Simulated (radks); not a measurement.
**Taking charge from the 2p level of Ta in fractions**

An exercise on one series of results from a longer session: the logs are not shown, and one member is left open.

Program: radks (a radial shooting solver on a logarithmic mesh, Libxc functionals) version 1. Level of theory: scalar-relativistic Kohn-Sham, BLYP, spin-polarised, spherical densities, finite nucleus; open shells are filled with parallel spins first. These are calculated values, not measurements, unless marked.

## Starting point

| Quantity | Value |
| --- | --- |
| element | tantalum (Z = 73) |
| charge | 0 |
| electrons | 73 |
| configuration | [He] 2s2 2p(up 3, down 3) 3s2 3p6 3d10 4s2 4p6 4d10 4f14 5s2 5p6 5d3 6s2 |
| nuclear rms radius | 5.3507 fm |

A shell typed twice in an input gives spin up, then spin down.

Set-up of the first run:

The run's settings:

```text
Z 73
configuration [He] 2s2 2p3 2p3 3s2 3p6 3d10 4s2 4p6 4d10 4f14 5s2 5p6 5d3 6s2
relativity scalar-relativistic
functional b88,lyp
spin polarised
nucleus finite rms 5.3507 fm
c 137.035999084
```

Steps of the session up to this table: Start: [He] 2s2 2p(up 3, down 3) 3s2 3p6 3d10 4s2 4p6 4d10 4f14 5s2 5p6 5d3 6s2.

One table of the session follows, with a row left open; its other results are not shown here.

It belongs to the step «Start: [He] 2s2 2p(up 3, down 3) 3s2 3p6 3d10 4s2 4p6 4d10 4f14 5s2 5p6 5d3 6s2». Sizes of the orbitals, from the radial functions (bohr):

| level | <r> | outermost maximum (interpolated) | 90 % within | nodes |
| --- | --- | --- | --- | --- |
| 5p up | 1.299 | 1.13 | 1.91 | 3 |
| 5p down | ? | ? | ? | ? |
| 4f up | 0.6417 | 0.441 | 1.08 | 0 |
| 4f down | 0.6378 | 0.441 | 1.07 | 0 |
| 6s up | 3.249 | 2.72 | 4.83 | 5 |
| 6s down | 3.410 | 2.81 | 5.12 | 5 |
| 5d up | 2.221 | 1.59 | 3.61 | 2 |
| 5d down | 2.369 | 1.59 | 3.97 | 2 |

Estimate the missing values for 5p down.

The run gave: <r>: 1.292; outermost maximum (interpolated): 1.12; 90 % within: 1.90; nodes: 3. In the column «<r>» it lies between 4f up (0.6417) and 5p up (1.299).
